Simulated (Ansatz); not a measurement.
Si, space group P6_3/mmc, a convergence test of the plane-wave cutoff

Program: Ansatz 0.2.0 through its Python package.

Run as a notebook:

In [1]:
```python
import ansatz as az
from tabulate import tabulate
```

In [2]:
```python
OCCUPATIONS = "Fermi-Dirac"
WIDTH_EV = 0.1
MESH = (13, 13, 7)
TOLERANCE = 1e-09
```

In [3]:
```python
si = (
    az.Lattice.from_parameters(2.444, 2.444, 4.152, alpha=90, beta=90, gamma=120)
    .space_group(194)
    .atom("Si", (1 / 3, 2 / 3, 0.25))
)
```

In [4]:
```python
len(si.resolved().sites)
```
Out [4]:
```text
2
```

In [5]:
```python
setup = (
    si.calculation()
    .occupations(OCCUPATIONS, width=WIDTH_EV)  # fractional filling near the Fermi level
    .functional(az.Functional.R2SCAN)
    .kpoints(*MESH)
    .scf(tolerance=TOLERANCE)
    .forces()  # eV per angstrom
    .stress()
)
```

In [6]:
```python
rows = []
for value in [250, 350, 450, 550, 650, 750]:
    data = setup.basis(value).run(threads=1).report
    rows.append((value, data["free_energy_ev"] / len(data["lattice"]["sites"]), data["n_iterations"], sum(data["stress_gpa"][i][i] for i in range(3)) / 3, max(abs(f) for row in data["forces_ev_ang"] for f in row), data["n_pw"]))

print(tabulate(rows, headers=["cutoff (eV)", "F/atom (eV)", "iterations", "P (GPa)", "max component (eV/A)", "plane waves"], floatfmt=".4f", tablefmt="grid"))
```
```text
DeckWarning: basis.ecutwfc = 250 eV is below the records' recommended 500 eV, and the density's cutoff is lower with it unless basis.ecutrho_ratio is high enough to keep the records' density cutoff: compare with a run at a higher cutoff
DeckWarning: output.stress: scf.convergence.dr2_threshold = 1e-9 eV is looser than the 2e-10 eV advised for a printed stress (1e-10 eV for each atom of the cell: 2). What an SCF threshold leaves in a stress goes as its square root, and in the free energy as [...]
DeckWarning: basis.ecutwfc = 350 eV is below the records' recommended 500 eV, and the density's cutoff is lower with it unless basis.ecutrho_ratio is high enough to keep the records' density cutoff: compare with a run at a higher cutoff
DeckWarning: basis.ecutwfc = 450 eV is below the records' recommended 500 eV, and the density's cutoff is lower with it unless basis.ecutrho_ratio is high enough to keep the records' density cutoff: compare with a run at a higher cutoff
+---------------+---------------+--------------+-----------+------------------------+---------------+
|   cutoff (eV) |   F/atom (eV) |   iterations |   P (GPa) |   max component (eV/A) |   plane waves |
+===============+===============+==============+===========+========================+===============+
|           250 |     -637.9870 |            8 |   43.1344 |                 0.0000 |           197 |
+---------------+---------------+--------------+-----------+------------------------+---------------+
|           350 |     -638.0573 |            8 |   43.1583 |                 0.0000 |           325 |
+---------------+---------------+--------------+-----------+------------------------+---------------+
|           450 |     -638.0624 |            8 |   43.0402 |                 0.0000 |           477 |
+---------------+---------------+--------------+-----------+------------------------+---------------+
|           550 |     -638.0626 |            8 |   43.0417 |                 0.0000 |           651 |
+---------------+---------------+--------------+-----------+------------------------+---------------+
|           650 |     -638.0629 |            8 |   43.0370 |                 0.0000 |           785 |
+---------------+---------------+--------------+-----------+------------------------+---------------+
|           750 |     -638.0630 |            8 |   43.0400 |                 0.0000 |          1015 |
+---------------+---------------+--------------+-----------+------------------------+---------------+
```

In [7]:
```python
# the last row is the reference
for row in rows[:-1]:
    shift = 1000 * (row[1] - rows[-1][1])
    print(f"{row[0]}: {shift:+.2f} meV/atom" + ("  (within 5 meV)" if abs(shift) < 5 else ""))
```
```text
250: +75.97 meV/atom
350: +5.64 meV/atom
450: +0.55 meV/atom  (within 5 meV)
550: +0.34 meV/atom  (within 5 meV)
650: +0.07 meV/atom  (within 5 meV)
```

From 450 eV on it stays within 5 meV an atom of the value at 750 eV; the first row (250 eV) is off by 76.0 meV and the last but one by 0.07 meV. The energy falls steadily, as expected when plane waves are added. The pressure moves from 43.13 to 43.04 GPa (the program's stress holds a Pulay correction, so it settles early).

Notes:
- The mesh is modest for a metal, so energies can be off by several to tens of meV an atom and pressures by half a GPa or more; differences at equal mesh fare better.
- Forces vanish by symmetry here and test nothing.
- Pressure is positive in compression.
- This isn't the structure that Si takes at ambient conditions.
- Warnings are shown shortened and without file and line.
- Shifts are counted from the last row, which is itself no proven limit.
- Timing: 17 s on 1 thread of Arm Neoverse V1, on a shared host, peak memory 0.48 GiB.
